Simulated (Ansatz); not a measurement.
**CH6BNO2Si: one species, many methods**

The task here is to estimate one member of a computed series from the others.

The runs use Ansatz 0.2.0, Gaussian basis; functionals in def2-TZVPP, the program's frozen cores in correlated methods.

Plan: LDA (SPW92), PBE-D4, revPBE-D4, BLYP-D4, r2SCAN-D4, B97M-V, PBE0-D4, B3LYP-D4, r2SCANh-D4, r2SCAN0-D4, HSE06-D4, BHLYP-D4, CAM-B3LYP-D4, LC-ωPBE, ωB97X-V, ωB97M-V, B2PLYP, PBE-QIDH; CCSD(T)/def2-SVP; CCSD(T)/def2-TZVPP; MP2/def2-QZVPP; extrapolation to the limit; RPA on PBE.

## The relaxed structure

The geometry comes from an earlier relaxation with PBE0-D4 in a triple-zeta def2 set; it is a stationary point, not always the lowest conformer.

12 atoms, charge 0, spin multiplicity 1.

Atoms are counted from 1 here; the program's logs count them from 0.

Bond lengths: B1–Si2 2.025 Å, B1–N5 1.615 Å, B1–H7 1.207 Å, B1–H8 1.207 Å, Si2–O3 1.649 Å, Si2–C4 1.951 Å, Si2–H9 1.496 Å, O3–H10 0.958 Å, C4–N5 1.292 Å, C4–O6 1.319 Å, N5–H11 1.018 Å, O6–H12 0.969 Å. Angles: Si2–B1–N5 82.6°, Si2–B1–H7 118.1°, Si2–B1–H8 114.8°, N5–B1–H7 111.3°, N5–B1–H8 110.0°, H7–B1–H8 115.1°, B1–Si2–O3 124.5°, B1–Si2–C4 73.4°, B1–Si2–H9 123.2°, O3–Si2–C4 114.7°, O3–Si2–H9 108.2°, C4–Si2–H9 104.4°, Si2–O3–H10 117.3°, Si2–C4–N5 94.4°, Si2–C4–O6 139.8°, N5–C4–O6 125.7°, B1–N5–C4 109.1°, B1–N5–H11 127.8° and more.

The first run:

Input file in.yaml:

```yaml
crystal:
  periodic: [false, false, false]
  atoms:
    - {symbol: B, position_ang: [-0.166323, -1.280775, -0.871647]}
    - {symbol: Si, position_ang: [0.700837, -0.544789, 0.803790]}
    - {symbol: O, position_ang: [2.297801, -0.157129, 0.935240]}
    - {symbol: C, position_ang: [-0.426315, 0.877185, 0.086981]}
    - {symbol: N, position_ang: [-0.920768, 0.146929, -0.856732]}
    - {symbol: O, position_ang: [-0.744673, 2.133303, 0.334833]}
    - {symbol: H, position_ang: [-0.948858, -2.191463, -0.753543]}
    - {symbol: H, position_ang: [0.563116, -1.352986, -1.830157]}
    - {symbol: H, position_ang: [0.163955, -0.787738, 2.179331]}
    - {symbol: H, position_ang: [2.605142, 0.154241, 1.787453]}
    - {symbol: H, position_ang: [-1.660814, 0.468783, -1.477815]}
    - {symbol: H, position_ang: [-1.386101, 2.479341, -0.303836]}
basis:
  gaussian: {orbitals: def2-TZVPP}
hamiltonian: {xc: lda}
output: {orbitals: {seedname: orbitals}}
```

Steps of the session up to this table: LDA; PBE-D4 (GGA); revPBE-D4 (GGA); BLYP-D4 (GGA); r2SCAN-D4 (meta-GGA); B97M-V (meta-GGA); PBE0-D4 (hybrid); B3LYP-D4 (hybrid); r2SCANh-D4 (hybrid); r2SCAN0-D4 (hybrid); HSE06-D4 (hybrid); BHLYP-D4 (hybrid); CAM-B3LYP-D4 (range-separated); LC-ωPBE (range-separated); ωB97X-V (range-separated); ωB97M-V (range-separated); B2PLYP (double hybrid); PBE-QIDH (double hybrid).

One table of the session follows, with a row left open; its other results are not shown here.

It belongs to the step «Frontier levels by functional». 

```
  functional  HOMO (eV)  gap (eV)
 LDA (SPW92)      -5.90      3.61
      PBE-D4          ?         ?
   revPBE-D4      -5.73      3.79
     BLYP-D4      -5.67      3.77
   r2SCAN-D4      -6.00      4.16
      B97M-V      -6.12      4.31
     PBE0-D4      -6.95      5.93
    B3LYP-D4      -6.76      5.51
  r2SCANh-D4      -6.43      4.97
  r2SCAN0-D4      -7.09      6.19
    HSE06-D4      -6.55      5.15
    BHLYP-D4      -8.04      8.17
CAM-B3LYP-D4      -8.28      8.45
     LC-ωPBE      -9.58     10.95
     ωB97X-V      -9.26     10.54
     ωB97M-V      -9.09     10.23
```

**Question.** Estimate the row for PBE-D4.

**Answer.** HOMO (eV): -5.79; gap (eV): 3.75. In the column «HOMO (eV)» it lies between LDA (SPW92) (-5.90) and revPBE-D4 (-5.73).
